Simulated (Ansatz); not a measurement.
# CH₄Cl₂SiTe: one species, many methods

Aim: compute CH₄Cl₂SiTe with functionals from several rungs and with coupled cluster, and see how far each lands from CCSD(T) at the basis-set limit for the atomisation energy.

Computed with Ansatz 0.2.0, Gaussian basis. Level: functionals in def2-TZVPP, the program's frozen cores in correlated methods.

Levels to be run: LDA (SPW92), PBE-D4, revPBE-D4, BLYP-D4, r2SCAN-D4, B97M-V, PBE0-D4, B3LYP-D4, r2SCANh-D4, r2SCAN0-D4, HSE06-D4, BHLYP-D4, CAM-B3LYP-D4, LC-ωPBE, ωB97X-V, ωB97M-V, B2PLYP, PBE-QIDH; CCSD(T)/def2-SVP; CCSD(T)/def2-TZVPP; MP2/def2-QZVPP; extrapolation to the limit; RPA on PBE.

## 1. The relaxed structure

An earlier PBE0-D4 in a triple-zeta def2 set relaxation fixed the geometry. Te takes the def2 core potential; no spin-orbit term is included.

SMILES `[SiH3]C(Cl)(Cl)[TeH]`, 9 atoms, charge 0, spin multiplicity 1.

Atoms are counted from 1 here; the program's logs count them from 0.

Bond lengths: Si1–C2 1.898 Å, Si1–H6 1.483 Å, Si1–H7 1.484 Å, Si1–H8 1.481 Å, C2–Cl3 1.775 Å, C2–Cl4 1.782 Å, C2–Te5 2.168 Å, Te5–H9 1.660 Å. Angles: C2–Si1–H6 107.4°, C2–Si1–H7 108.4°, C2–Si1–H8 108.2°, H6–Si1–H7 110.7°, H6–Si1–H8 111.0°, H7–Si1–H8 111.0°, Si1–C2–Cl3 109.0°, Si1–C2–Cl4 108.7°, Si1–C2–Te5 111.1°, Cl3–C2–Cl4 110.5°, Cl3–C2–Te5 112.2°, Cl4–C2–Te5 105.3°, C2–Te5–H9 92.4°.

## 2. LDA

This LDA is Slater exchange with PW92 correlation.

The input, in.yaml:

```yaml
crystal:
  periodic: [false, false, false]
  atoms:
    - {symbol: Si, position_ang: [-0.008010, -1.149699, 0.295309]}
    - {symbol: C, position_ang: [0.259285, 0.485361, -0.630735]}
    - {symbol: Cl, position_ang: [1.918962, 1.045652, -0.346723]}
    - {symbol: Cl, position_ang: [-0.015328, 0.208098, -2.369669]}
    - {symbol: Te, position_ang: [-1.216557, 1.962332, -0.045576]}
    - {symbol: H, position_ang: [0.134488, -0.867667, 1.744400]}
    - {symbol: H, position_ang: [1.023546, -2.116759, -0.155026]}
    - {symbol: H, position_ang: [-1.369528, -1.641438, -0.018123]}
    - {symbol: H, position_ang: [-0.638457, 2.027822, 1.509043]}
basis:
  gaussian: {orbitals: def2-TZVPP}
hamiltonian: {xc: lda}
output: {orbitals: {seedname: orbitals}}
```

Command:

```sh
$ ansatz run in.yaml --threads 4 --pin off --events-out ev --progress --plain --max-ram 10444MiB
```

The runs that follow: PBE-D4 (GGA); revPBE-D4 (GGA); BLYP-D4 (GGA); r2SCAN-D4 (meta-GGA); B97M-V (meta-GGA); PBE0-D4 (hybrid); B3LYP-D4 (hybrid); r2SCANh-D4 (hybrid); r2SCAN0-D4 (hybrid); HSE06-D4 (hybrid); BHLYP-D4 (hybrid); CAM-B3LYP-D4 (range-separated); LC-ωPBE (range-separated); ωB97X-V (range-separated); ωB97M-V (range-separated); B2PLYP (double hybrid); PBE-QIDH (double hybrid); CCSD(T) in def2-SVP; CCSD(T) in def2-TZVPP; MP2 in def2-QZVPP; RPA on PBE orbitals.

Before running them: what should the planned runs give, taken together? Wanted: atomisation energy, CCSD(T)/CBS; farthest beyond LDA; mean size of error, GGA; mean size of error, meta-GGA; mean size of error, hybrid; mean size of error, range-separated; mean size of error, double hybrid; gap, smallest and largest; T1 diagnostic.

The runs gave:

| quantity | value |
| --- | --- |
| atomisation energy, CCSD(T)/CBS | 603.5 kcal/mol |
| functionals within 6.0 kcal/mol (1.0 %) | r2SCAN-D4, B97M-V, PBE0-D4, HSE06-D4, ωB97X-V, ωB97M-V |
| farthest beyond LDA | BHLYP-D4 (-27.8 kcal/mol) |
| mean size of error, GGA | 8.0 kcal/mol |
| mean size of error, meta-GGA | 3.0 kcal/mol |
| mean size of error, hybrid | 11.7 kcal/mol |
| mean size of error, range-separated | 9.5 kcal/mol |
| mean size of error, double hybrid | 15.0 kcal/mol |
| gap, smallest and largest | 3.03 eV (LDA (SPW92)), 9.71 eV (LC-ωPBE) |
| T1 diagnostic | 0.0115 |
| triples share of the correlation energy | 3.7 % |

**Reading.** The LDA atomisation energy is off by 96.1 kcal/mol (16 %): it overbinds. PBE-D4 is off by +7.9 kcal/mol. Double hybrids carry the basis error of their MP2 part in triple zeta, and no dispersion term here, so their miss is partly the set-up's. By mean error the best rung here is meta-GGA (3.0 kcal/mol) and the worst beyond LDA is double hybrid (15.0 kcal/mol). The reference freezes the cores and leaves out spin-orbit coupling and excitations past (T), and its outer-core shells are covered unevenly, so misses under about 6.0 kcal/mol can't be ranked. All levels share the lack of spin-orbit coupling, which lowers the free heavy atoms and so the true binding. Hartree-Fock recovers 67 % of the binding; the rest is correlation. CCSD(T) in def2-SVP is off by -57.5 kcal/mol, more than most functionals: a good method in a small basis is no reference. Orbital gaps span 3.0 to 9.7 eV; exact exchange widens them. Correlated methods include outer-core shells of Te, which these sets cover unevenly.
